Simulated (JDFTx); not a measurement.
InPd:

```xyz
2
Lattice="3.2719 0.0000 0.0000 0.0000 3.2719 0.0000 0.0000 0.0000 3.2719" Properties=species:S:1:pos:R:3 pbc="T T T"
In    0.0000    0.0000    0.0000
Pd    1.6359    1.6359    1.6359
```

The cell comes from a database or a generator and needn't be the stable form of this composition.

| Property | Result |
| --- | --- |
| Program | JDFTx 1.7.0 (patched build) |
| Task | single point |
| Functional | PBEsol |
| Potentials or basis | PseudoDojo-SR-PBEsol-0.4.1-standard with smoothed tails |
| Cutoff | 1116 eV |
| Density cutoff | 8925 eV |
| k mesh | 8 × 8 × 8 |
| Occupations | fermi-dirac, width 0.05 eV |
| Spin | no spin polarisation |

On this cell: pressure -2.8 GPa; largest force zero by symmetry; band gap on the k mesh none (metal or under the smearing width).

The same run follows on a disturbed copy (atoms moved at random, drawn with an rms of 0.05 Å):

```
In Pd
1.0
     3.27188    0.00000    0.00000
     0.00000    3.27188    0.00000
     0.00000    0.00000    3.27188
In Pd
1 1
Direct
  0.99323 0.00032 0.00838
  0.48910 0.50688 0.49185
```

**Question.** What does the disturbed cell give?

**Answer.** The energy (extrapolated to zero smearing) moves by +3.4 meV/atom; pressure -2.6 GPa; largest force 0.229 eV/Å; band gap on the k mesh none (metal or under the smearing width).

Forces in eV/Å, atoms in the order of the input:
```
In  -0.052  0.083 -0.206
Pd   0.052 -0.083  0.206
```

Stress tensor (GPa, compression positive):
```
-2.57 -0.03  0.07
-0.03 -2.58 -0.11
 0.07 -0.11 -2.67
```

Caveats: this set's palladium file may shift the pressure by some GPa; the empty levels aren't tightly converged.
